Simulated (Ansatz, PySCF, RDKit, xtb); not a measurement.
**Solving GaSiH4Br, step by step**

Task: start from the formula GaSiH4Br, draw up candidate structures, narrow them down in stages, and characterise the one that lies lowest at 298.15 K.

The funnel: GFN2-xTB relaxations, single points with a density functional, relaxations at PBE0-D3(BJ)/def2-SVP, harmonic vibrations, and a last energy at a higher level. All values are calculated.

7 further runs of the same task are left out: 7 set aside as unsound or not needed.

**1. Candidates**

All bonding patterns within simple valence rules are listed by program: one Lewis structure each, at most two rings and one unusual centre or charged pair. O–O, O–halogen and N–halogen bonds and N–N–N chains are not drawn. That gives 4 candidates.

```csv
label,SMILES,spin
c227,[SiH2+][GaH2-][Br],singlet
c458,[GaH3-][SiH+]Br,singlet
c646,[SiH3][GaH][Br],singlet
c920,[GaH2][SiH2]Br,singlet
```

Candidates are built by distance geometry, with a force field where one applies, in up to four conformers (letters a to d). 16 starts with atoms placed at random are added, to find patterns that the rules miss.

Q: Predict the outcome of this search (final energies at CCSD(T)/def2-TZVP).

| quantity | value |
| --- | --- |
| lowest structure found | [SiH3][GaH][Br], singlet, C1 |
| next finalist | [GaH2][SiH2]Br, singlet, 15.5 kcal/mol higher in G |
| share at equilibrium, among the finalists | 100.0 % |
| harmonic wavenumbers, lowest and highest (PBE0-D3(BJ)/def2-SVP) | 28 and 2236 cm⁻¹ |
| rotational constants, same geometry | 0.2204, 0.04276, 0.03627 cm⁻¹ |
| dipole moment (PBE0/def2-TZVPD) | 2.09 D |
| HOMO energy (PBE0/def2-TZVPD) | -7.68 eV |
| LUMO energy (PBE0/def2-TZVPD) | -2.22 eV |
| HOMO–LUMO gap (PBE0/def2-TZVPD) | 5.46 eV |
| lowest excitation (TD-CAM-B3LYP/def2-SVPD) | 4.28 eV (f = 0.002) |
| strongest of the states computed, same level | 6.85 eV (f = 0.147) |
| lowest triplet excitation, same level, Tamm-Dancoff | 3.81 eV |
| vertical ionisation energy | 9.58 eV |
| vertical electron affinity | 0.67 eV |
| vertical triplet less singlet | +3.72 eV |

The search ends on `[SiH3][GaH][Br]`. Among the finalists first place is clear (15.5 kcal/mol); structures outside the list aren't covered. r2SCAN-D4/def2-SVP, PBE0-D3(BJ)/def2-SVP, HF/def2-TZVP and MP2/def2-TZVP already put its bonding pattern lowest among the structures in one piece. A loose complex, c374, lay +3.8 kcal/mol from the best structure in one piece at the screening level; it was neither relaxed nor ranked, and may be the true minimum. Lowest found is not proven lowest: the search is finite, and each finalist counts with one conformer. Patterns outside the rules of the enumeration were met only by chance. The lowest isomer need not be the one that is made and kept in a bottle, which depends on barriers.
